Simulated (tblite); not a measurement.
# C2H10GeNOSi: the cost of one run

Computed with tblite 0.8.0 and PySCF 2.14.0; each step states its level. No surroundings beyond the atoms listed, unless a continuum is named. Atoms count from 0, parts from 1.

## Step 1: The system as given

16 atoms, charge 0, multiplicity 2; geometry: distance geometry start.

## Step 2: Geometry optimisation with GFN2-xTB

What the job is given:

```
{"job": {"kind": "relax", "xc": "GFN2-xTB", "basis": "xTB"}, "charge": 0, "multiplicity": 2}
Ge    -0.377439     0.010812    -0.360259
N      0.953618    -0.147930     0.949198
Si     2.586137    -0.340936     0.301127
C     -1.449659     1.614679     0.077425
C     -1.606813    -1.489582    -0.324500
O      0.345186     0.170504    -1.993009
H      1.001698     0.730363     1.564177
H      2.890107     0.734863    -0.678441
H      2.726229    -1.599529    -0.432595
H      3.600808    -0.288480     1.343718
H     -0.788693     2.373618     0.486459
H     -1.934086     1.909986    -0.840900
H     -2.290826     1.306874     0.761892
H     -1.114412    -2.421668    -0.528167
H     -2.428385    -1.208710    -1.023873
H     -2.090885    -1.473181     0.695158
```

Method: GFN2-xTB geometry optimisation, gas phase.

On the command line:

```bash
$ OMP_NUM_THREADS=1 python cluster_run.py task.json out
```

One launch serves the whole session: the jobs run in the order shown.

**Question.** How long does this first job take on 1 thread of Arm Neoverse V2, shared host?

About 3.2 s.
